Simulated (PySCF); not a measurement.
# C2H6Te: NMR shieldings, part 2 of 2

PySCF 2.14.0. Atoms count from 0.

### Step 7. NMR shieldings: PBE/pcJ-1 Te:dyall-v2z, non-relativistic

What the job is given:

```
{"job": {"xc": "PBE", "basis": {"default": "pcJ-1", "Te": "dyall-v2z"}, "rel": "nr", "kind": "hnmr"}, "charge": 0, "multiplicity": 1}
Te     0.006275     0.008610    -1.466108
C      1.569389    -0.014845     0.013106
H      1.495226    -0.925865     0.620814
H      1.496337     0.878339     0.646889
H      2.530762    -0.007349    -0.517688
C     -1.569532     0.015336    -0.000218
H     -1.510578     0.926331     0.609118
H     -1.491587    -0.877801     0.633097
H     -2.526292    -0.002746    -0.539011
```

Level: PBE/pcJ-1 Te:dyall-v2z GIAO NMR shielding, non-relativistic, Gaussian nuclei, gas phase.

Log:

```text
non-relativistic SCF
coarse grid: 33224 points
cycle   1  E = -6693.1275184870  dE = -2.182e+02  |g| = 9.156e+00  |ddm| = 3.322e+00
cycle   2  E = -6692.9749748512  dE =  1.525e-01  |g| = 2.950e+00  |ddm| = 1.777e+00
cycle   3  E = -6692.7620627344  dE =  2.129e-01  |g| = 2.073e+00  |ddm| = 2.857e+00
cycle   4  E = -6693.3266147179  dE = -5.646e-01  |g| = 6.289e-01  |ddm| = 2.320e+00
cycle   5  E = -6693.4355095271  dE = -1.089e-01  |g| = 1.448e-01  |ddm| = 7.503e-01
cycle   6  E = -6693.4409852815  dE = -5.476e-03  |g| = 2.968e-02  |ddm| = 1.610e-01
cycle   7  E = -6693.4411020620  dE = -1.168e-04  |g| = 4.678e-03  |ddm| = 3.617e-02
cycle   8  E = -6693.4411091822  dE = -7.120e-06  |g| = 5.961e-04  |ddm| = 8.928e-03
final grid: 68696 points
cycle   9  E = -6693.4413082425  dE =  2.412e-08  |g| = 9.439e-04  |ddm| = 2.720e-03
cycle  10  E = -6693.4413079313  dE =  3.112e-07  |g| = 1.424e-03  |ddm| = 3.205e-03
cycle  11  E = -6693.4413084299  dE = -4.986e-07  |g| = 2.764e-04  |ddm| = 1.934e-03
cycle  12  E = -6693.4413084434  dE = -1.353e-08  |g| = 1.335e-04  |ddm| = 3.244e-04
cycle  13  E = -6693.4413084471  dE = -3.682e-09  |g| = 3.472e-05  |ddm| = 1.299e-04
converged SCF energy = -6693.4413084471
check of the scalar solution
cycle   1  E = -6693.4413084471  dE = -6.693e+03  |FDS-SDF| = 3.472e-05
cycle   2  E = -6693.4413084462  dE =  9.159e-10  |FDS-SDF| = 6.313e-05
converged, E = -6693.4413084462

Field gradients (au) and densities at the nuclei (bohr^-3)
atom        Vxx        Vyy        Vzz        centre      nuclear mean
  0 Te     2.4296     6.6528    -9.0825      98285.145      97934.933
  1 C     -0.0778    -0.0983     0.1761        125.490        125.488
  2 H     -0.1439    -0.1462     0.2901          0.476          0.476
  3 H     -0.1439    -0.1462     0.2900          0.476          0.476
  4 H     -0.1414    -0.1484     0.2899          0.474          0.474
  5 C     -0.0778    -0.0983     0.1761        125.490        125.488
  6 H     -0.1440    -0.1461     0.2901          0.476          0.476
  7 H     -0.1438    -0.1462     0.2900          0.476          0.476
  8 H     -0.1415    -0.1484     0.2899          0.474          0.474

Core orbital energies (eV)
atom   shell        mean    spread
  0 Te 1s       -30393.858   0.000
  0 Te 2s        -4547.376   0.000
  0 Te 3s         -901.612   0.000
  0 Te 4s         -150.928   0.000
  0 Te 5s          -14.954   0.000
  0 Te 2p        -4267.110   0.067
  0 Te 3p         -784.490   0.177
  0 Te 4p         -110.622   0.452
  0 Te 3d         -566.951   0.137
  0 Te 4d          -42.583   0.460

Shielding tensors (ppm)
atom      isotropic    diamagn.    paramagn.     s11        s22        s33       span
  0 Te     2718.12     5365.37    -2647.25    1935.71    2558.31    3660.32    1724.61
  1 C       178.84      250.83      -71.99     161.71     184.93     189.89      28.18
  2 H        29.79       29.83       -0.04      22.98      27.24      39.15      16.17
  3 H        29.81       29.86       -0.04      23.02      27.25      39.16      16.14
  4 H        30.39       29.15        1.24      24.02      26.68      40.48      16.46
  5 C       178.85      250.83      -71.99     161.71     184.93     189.90      28.20
  6 H        29.77       29.82       -0.06      22.94      27.22      39.14      16.20
  7 H        29.83       29.87       -0.03      23.06      27.27      39.17      16.11
  8 H        30.39       29.15        1.24      24.02      26.68      40.48      16.46
```

It took 13 s on 1 thread of AMD EPYC 7R43, shared host; peak memory 0.92 GiB.

### Step 8. NMR shieldings: GIAO PBE/pcJ-1 Te:def2-TZVP, core potentials from Rb on, else non-relativistic

Settings changed since step 7:

```diff
@@ -1,2 +1,2 @@
-{"job": {"xc": "PBE", "basis": {"default": "pcJ-1", "Te": "dyall-v2z"}, "rel": "nr", "kind": "hnmr"}, "charge": 0, "multiplicity": 1}
+{"job": {"xc": "PBE", "basis": {"default": "pcJ-1", "Te": "def2-TZVP"}, "rel": "ecp", "pop": false, "kind": "hnmr"}, "charge": 0, "multiplicity": 1}
 Te     0.006275     0.008610    -1.466108
```

Level: GIAO PBE/pcJ-1 Te:def2-TZVP NMR shielding, scalar-relativistic core potentials on the heavy atoms, no spin-orbit coupling, gas phase.

Log:

```text
coarse grid: 33224 points
cycle   1  E = -345.2251847971  dE = -3.914e+01  |g| = 3.629e+00  |ddm| = 2.763e+01
cycle   2  E = -340.0998733830  dE =  5.125e+00  |g| = 5.592e+00  |ddm| = 1.854e+01
cycle   3  E = -347.5315490131  dE = -7.432e+00  |g| = 8.043e-01  |ddm| = 1.646e+01
cycle   4  E = -347.3603583102  dE =  1.712e-01  |g| = 1.191e+00  |ddm| = 2.089e+00
cycle   5  E = -347.7133257324  dE = -3.530e-01  |g| = 1.588e-01  |ddm| = 1.229e+00
cycle   6  E = -347.7217880036  dE = -8.462e-03  |g| = 3.620e-02  |ddm| = 3.084e-01
cycle   7  E = -347.7221013166  dE = -3.133e-04  |g| = 1.304e-02  |ddm| = 4.385e-02
cycle   8  E = -347.7221407109  dE = -3.939e-05  |g| = 1.532e-03  |ddm| = 1.280e-02
cycle   9  E = -347.7221411757  dE = -4.648e-07  |g| = 1.786e-04  |ddm| = 2.121e-03
final grid: 68696 points
cycle  10  E = -347.7221291389  dE = -3.001e-08  |g| = 2.530e-04  |ddm| = 1.246e-03
cycle  11  E = -347.7221290941  dE =  4.482e-08  |g| = 4.965e-04  |ddm| = 6.682e-04
cycle  12  E = -347.7221291537  dE = -5.963e-08  |g| = 4.288e-05  |ddm| = 4.523e-04
cycle  13  E = -347.7221291542  dE = -4.684e-10  |g| = 5.603e-06  |ddm| = 4.362e-05
converged SCF energy = -347.7221291542

GIAO shielding tensors (ppm)
atom      isotropic    diamagn.    paramagn.     s11        s22        s33       span
  0 Te         nan         nan         nan        nan        nan        nan        nan
  1 C      174.979     247.507     -72.528    156.841    183.208    184.890     28.049
  2 H       29.589      29.258       0.331     23.149     27.277     38.341     15.192
  3 H       29.605      29.281       0.324     23.188     27.288     38.340     15.152
  4 H       30.190      28.343       1.847     24.286     26.702     39.582     15.296
  5 C      174.985     247.510     -72.525    156.840    183.215    184.900     28.060
  6 H       29.567      29.246       0.321     23.110     27.259     38.332     15.221
  7 H       29.628      29.295       0.333     23.226     27.308     38.349     15.123
  8 H       30.189      28.344       1.845     24.284     26.702     39.581     15.296
```

Run time: 22 s. Hardware: 1 thread of AMD EPYC 7R43, shared host; peak memory 0.71 GiB.

An atom whose core is replaced by a potential has no meaningful shielding, so its row holds no numbers.

### Step 9. Shieldings side by side

| run | Te0 | C1 | C5 | H6 | H2 | H3 | H7 | time |
| --- | --- | --- | --- | --- | --- | --- | --- | --- |
| step 3, PBE/pcJ-1 Te:dyall-v2z, spin–orbit | 3737.0 | 203.4 | 203.4 | 28.9 | 29.0 | 29.0 | 29.0 | 55 s |
| step 4, PBE/pcJ-1 Te:dyall-v2z, spin–orbit (one-electron part alone) | 3742.9 | 204.2 | 204.2 | 28.9 | 28.9 | 28.9 | 29.0 | 52 s |
| step 5, PBE/pcJ-1 Te:dyall-v2z, spin-free | 2603.7 | 175.2 | 175.2 | 29.7 | 29.7 | 29.7 | 29.7 | 26 s |
| step 6, PBE/pcJ-1 Te:dyall-v2z, spin-free with spin-dependent field terms | 3596.9 | 176.5 | 176.5 | 29.7 | 29.7 | 29.7 | 29.7 | 38 s |
| step 7, PBE/pcJ-1 Te:dyall-v2z, non-relativistic | 2718.1 | 178.8 | 178.8 | 29.8 | 29.8 | 29.8 | 29.8 | 13 s |
| step 8, GIAO PBE/pcJ-1 Te:def2-TZVP, core potentials from Rb on, else non-relativistic | – | 175.0 | 175.0 | 29.6 | 29.6 | 29.6 | 29.6 | 22 s |

### Step 10. What came out

What follows sums up all 2 parts.

```
                                                                                              quantity                               value
                                                                                           point group                                 C2v
                                                                  rotational constants (main isotopes)                8.19, 5.99, 3.62 GHz
                          energy from spin-orbit coupling (step 3, PBE/pcJ-1 Te:dyall-v2z, spin–orbit)                          -1.0894 Eh
                                               shieldings (step 3, PBE/pcJ-1 Te:dyall-v2z, spin–orbit)  Te0 3737.0, C1 203.4, C5 203.4 ppm
energy from spin-orbit coupling (step 4, PBE/pcJ-1 Te:dyall-v2z, spin–orbit (one-electron part alone))                          -1.1862 Eh
                     shieldings (step 4, PBE/pcJ-1 Te:dyall-v2z, spin–orbit (one-electron part alone))  Te0 3742.9, C1 204.2, C5 204.2 ppm
                                                shieldings (step 5, PBE/pcJ-1 Te:dyall-v2z, spin-free)  Te0 2603.7, C1 175.2, C5 175.2 ppm
                shieldings (step 6, PBE/pcJ-1 Te:dyall-v2z, spin-free with spin-dependent field terms)  Te0 3596.9, C1 176.5, C5 176.5 ppm
                                         shieldings (step 7, PBE/pcJ-1 Te:dyall-v2z, non-relativistic)  Te0 2718.1, C1 178.8, C5 178.8 ppm
   shieldings (step 8, GIAO PBE/pcJ-1 Te:def2-TZVP, core potentials from Rb on, else non-relativistic)              C1 175.0, C5 175.0 ppm
```

**Reading.** Relaxing lowered the energy by 0.031 eV in 3 steps; the close pair that moved most is C1–H4, from 1.081 to 1.098 Å. In step 3, Te0 has the widest tensor, 1887 ppm. The steps not marked spin–orbit leave spin-orbit coupling out. Te0 moves most between the runs, by 1139 ppm; the labels say what changes from run to run.
